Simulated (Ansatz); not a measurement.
# InH2(CN) (CH₂InN): the relaxed shape and its frontier levels

What does InH2(CN) (CH₂InN) look like as a singlet, and where do its frontier electrons sit?

Program: Ansatz 0.2.0, Gaussian basis. Level of theory: RKS PBE0-D4/def2-TZVP. These are calculated values, not measurements.

The runs, in order: relaxation at PBE-D4/def2-TZVP; a single point at PBE0-D4/def2-TZVP.

5 further runs of the same task are left out: 5 set aside as unsound or not needed. Runs told in other sessions of the task aren't counted.

## Step 1: The system as given

5 atoms, charge 0, spin multiplicity 1.

Atoms are counted from 1 here; the program's logs count them from 0.

Bond lengths: In1–H2 1.725 Å, In1–H3 1.725 Å, In1–C4 2.171 Å, C4–N5 1.147 Å. Angles: H2–In1–H3 125.4°, H2–In1–C4 117.2°, H3–In1–C4 117.5°, In1–C4–N5 179.1°.

As a file:

```xyz
5

In    0.3888    0.6774    0.0016
H     2.1107    0.5933    0.0544
H    -0.5391    2.1313   -0.0250
C    -0.6952   -1.2034   -0.0188
N    -1.2653   -2.1987   -0.0121
```

In takes a core potential in the def2 sets. No spin-orbit coupling is included.

The start is a GFN2-xTB geometry.

## Step 2: Optimising with PBE-D4/def2-TZVP

in.yaml

```yaml
crystal:
  periodic: [false, false, false]
  atoms:
    - {symbol: In, position_ang: [0.388840, 0.677450, 0.001560]}
    - {symbol: H, position_ang: [2.110710, 0.593290, 0.054450]}
    - {symbol: H, position_ang: [-0.539050, 2.131330, -0.025030]}
    - {symbol: C, position_ang: [-0.695170, -1.203410, -0.018850]}
    - {symbol: N, position_ang: [-1.265330, -2.198670, -0.012130]}
basis:
  gaussian: {orbitals: def2-TZVP}
hamiltonian: {xc: pbe, dispersion: d4}
scf: {lower_state_search: "off"}
output: {orbitals: {seedname: orbitals}}
relax: {f_tol: 0.02, max_steps: 100}
```

Run with:

```
ansatz run in.yaml --threads 4 --pin off --events-out ev --progress --plain --max-ram 3916MiB
```

After this run come: Single point, PBE0-D4/def2-TZVP.

Q: Predict the results of all the runs planned. Wanted: point group; C–In bond; HOMO, LUMO at PBE0-D4/def2-TZVP; dipole at PBE-D4/def2-TZVP.

**Answer**, as computed:

| quantity | value |
| --- | --- |
| point group | C2v |
| C–In bond | 2.149 Å |
| HOMO, LUMO at PBE0-D4/def2-TZVP | -8.99, -2.63 eV |
| dipole at PBE-D4/def2-TZVP | 4.32 D |

In words: The molecule keeps its bonding pattern by the stored test; the atoms moved 0.05 Å (rms). No usable vibrations, so a minimum isn't proven.
